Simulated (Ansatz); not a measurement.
**PbO: a single-point run**

Wanted: a converged single-point run for PbO, and a check of what comes out. The structure is shown as the input types it. The cell is built on a prototype (CsCl type) and needn't be the phase found in nature.

Computed with Ansatz 0.2.0 (density functional or hybrid calculation with the settings of its input, plane waves (as first typed), unless a step's input says otherwise).

## 1. Starting point

The structure is cubic, space group Pm-3m (No. 221). The conventional cell has a = 3.179 Å, b = 3.179 Å, c = 3.179 Å, α = 90.00°, β = 90.00°, γ = 90.00°. Pb (site symmetry m-3m) has 8 O at 2.75 Å as nearest neighbours. Around O (site symmetry m-3m) lie 8 Pb at 2.75 Å.

The input asks for a charge of -2 e on the cell.

Structure file:

```cif
data_structure
_symmetry_space_group_name_H-M 'P 1'
_symmetry_Int_Tables_number 1
_cell_length_a 3.1794
_cell_length_b 3.1794
_cell_length_c 3.1794
_cell_angle_alpha 90.000
_cell_angle_beta 90.000
_cell_angle_gamma 90.000
_cell_volume 32.14
loop_
_atom_site_label
_atom_site_type_symbol
_atom_site_fract_x
_atom_site_fract_y
_atom_site_fract_z
_atom_site_occupancy
Pb1 Pb 0.00000 0.00000 0.00000 1
O1 O 0.50000 0.50000 0.50000 1
```

## 2. Input and run

input.yaml reads:

```yaml
crystal:
  lattice:
    - [3.1793716482, 0.0, 0.0]
    - [0.0, 3.1793716482, 0.0]
    - [0.0, 0.0, 3.1793716482]
  atoms:
    - { symbol: Pb, position: [0.0, 0.0, 0.0] }
    - { symbol: O, position: [0.5, 0.5, 0.5] }
kpoints:
  mp_grid: { grid: [6, 6, 6] }
hamiltonian:
  xc: pbesol
scf:
  occupations: { method: fixed }
  n_extra_bands: 4
  max_iter: 59
output:
  forces: true
  stress: true
  eigenvalues: true
total_charge: -2
```

Launch:

```sh
$ ansatz run input.yaml --threads 4 --pin off --max-ram 3686MiB --backend cpu --events-out ev --progress --plain --runs-dir out
```

**Question.** How will this run end, and is anything wrong with its input?

The program finished normally, with warnings (band overlap at count, metallic iterate, unresolved pair at count). Its log warns: «a fill by count may have filled part of one level: at k-index 0 the highest filled band, 19.526759 eV, and the lowest empty band, 19.526759 eV, stand 0.000e0 eV apart ...»

In the input, total_charge is -2. With this charge the calculation describes a differently charged system.

To check: delete total_charge (the default then holds).
